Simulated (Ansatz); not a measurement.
# SiSCl3 radical: geometry optimisation

Aim: relax SiSCl3 radical at this level.

Program: Ansatz 0.2.0. Level of theory: UKS PBE0-D4/def2-SVP. These are calculated values, not measurements.

1 further run of the same task is left out (set aside as unsound or not needed).

**1. The system as given**

SMILES `[S][Si](Cl)(Cl)Cl`, 5 atoms, charge 0, spin multiplicity 2.

Atoms are counted from 1 here; the program's logs count them from 0.

Bond lengths: S1–Si2 2.106 Å, Si2–Cl3 2.069 Å, Si2–Cl4 2.061 Å, Si2–Cl5 2.061 Å. Angles: S1–Si2–Cl3 102.3°, S1–Si2–Cl4 114.0°, S1–Si2–Cl5 113.8°, Cl3–Si2–Cl4 109.6°, Cl3–Si2–Cl5 109.9°, Cl4–Si2–Cl5 107.2°.

As a file:

```xyz
5
Cl3SSi
S    -0.94212   -0.14556    1.86656
Si   -0.02323    0.01551   -0.02121
Cl    1.61106   -1.23771    0.17622
Cl   -1.20214   -0.62941   -1.58389
Cl    0.60633    1.92358   -0.47908
```

**2. Relaxation**

File input.yaml:

```yaml
crystal:
  periodic: [false, false, false]
  atoms:
    - { symbol: S, position_ang: [-0.942117, -0.145563, 1.866558] }
    - { symbol: Si, position_ang: [-0.023233, 0.015506, -0.021209] }
    - { symbol: Cl, position_ang: [1.61106, -1.237709, 0.176222] }
    - { symbol: Cl, position_ang: [-1.202142, -0.629409, -1.583886] }
    - { symbol: Cl, position_ang: [0.606332, 1.923576, -0.479085] }
magnetization:
  spin_polarized: true
  initial_magnetization: 1
basis:
  gaussian: { orbitals: def2-SVP }
hamiltonian:
  xc: pbe0
  dispersion: d4
output:
  forces: true
relax:
  f_tol: 0.003
  max_steps: 120
```

Started as:

```
$ ansatz run input.yaml --threads 1 --pin off --max-ram 2560MiB --backend cpu --events-out ev --progress --plain --runs-dir out
```

What does the calculation give? Wanted: energy gained; root mean square move; dipole moment.

As calculated:

```
             quantity      value
        energy gained  0.0136 eV
root mean square move    0.024 Å
        dipole moment     0.29 D
```

**Reading.** Bond lengths: S1–Si2 2.104 Å, Si2–Cl3 2.046 Å, Si2–Cl4 2.043 Å, Si2–Cl5 2.043 Å. Angles: S1–Si2–Cl3 104.1°, S1–Si2–Cl4 112.8°, S1–Si2–Cl5 112.8°, Cl3–Si2–Cl4 109.9°, Cl3–Si2–Cl5 109.9°, Cl4–Si2–Cl5 107.4°. No frequencies were computed here.
